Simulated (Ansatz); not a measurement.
# CH3FInN: basis-set convergence

An exercise on one series of results from a longer session: the logs are not shown, and one member is left open.

Program: Ansatz 0.2.0, Gaussian basis. Level of theory: one geometry, several basis sets. These are calculated values, not measurements.

Plan: PBE0-D4/def2-SVP; ωB97M-V/def2-SVP; PBE0-D4/def2-QZVPP; ωB97M-V/def2-QZVPP; the functionals' def2-TZVPP values are taken from earlier runs.

## The geometry

An earlier PBE0-D4 in a triple-zeta def2 set relaxation fixed the geometry. In takes the def2 core potential; no spin-orbit term is included.

7 atoms, charge 0, spin multiplicity 1.

Atoms are counted from 1 here; the program's logs count them from 0.

Bond lengths: F1–In2 2.042 Å, C3–N4 1.258 Å, C3–H5 1.091 Å, C3–H6 1.094 Å, N4–H7 1.023 Å. Angles: N4–C3–H5 119.4°, N4–C3–H6 123.6°, H5–C3–H6 117.0°, C3–N4–H7 115.8°.

Set-up of the first run:

Input file in.yaml:

```yaml
crystal:
  periodic: [false, false, false]
  atoms:
    - {symbol: F, position_ang: [-0.999630, -2.318162, -0.750964]}
    - {symbol: In, position_ang: [-1.486586, -1.780782, 1.158456]}
    - {symbol: C, position_ang: [0.636409, 1.150209, 0.080122]}
    - {symbol: N, position_ang: [0.013609, 0.057003, 0.062991]}
    - {symbol: H, position_ang: [0.615143, 1.764437, 0.981117]}
    - {symbol: H, position_ang: [1.210585, 1.533276, -0.768257]}
    - {symbol: H, position_ang: [0.071570, -0.473981, -0.809166]}
basis:
  gaussian: {orbitals: def2-SVP}
hamiltonian: {xc: pbe0, dispersion: d4}
output: {orbitals: {seedname: orbitals}}
```

On the command line:

```sh
$ ansatz run in.yaml --threads 2 --pin off --events-out ev --progress --plain --max-ram 4352MiB
```

Steps of the session up to this table: PBE0-D4 in def2-SVP; ωB97M-V in def2-SVP; PBE0-D4 in def2-QZVPP; ωB97M-V in def2-QZVPP.

One table of the session follows, with a row left open; its other results are not shown here.

It belongs to the step «Density functionals: the series». 

| functional | basis | HOMO (eV) | LUMO (eV) |
| --- | --- | --- | --- |
| PBE0-D4 | def2-SVP | -6.36 | -1.38 |
| PBE0-D4 | def2-TZVPP | -6.54 | -1.52 |
| PBE0-D4 | def2-QZVPP | -6.58 | -1.56 |
| ωB97M-V | def2-SVP | ? | ? |
| ωB97M-V | def2-TZVPP | -8.63 | 0.24 |
| ωB97M-V | def2-QZVPP | -8.68 | 0.16 |

Estimate the missing values for ωB97M-V, def2-SVP.

**Answer.** HOMO (eV): -8.43; LUMO (eV): 0.49. In the column «HOMO (eV)» it lies between ωB97M-V, def2-TZVPP (-8.63) and PBE0-D4, def2-QZVPP (-6.58).
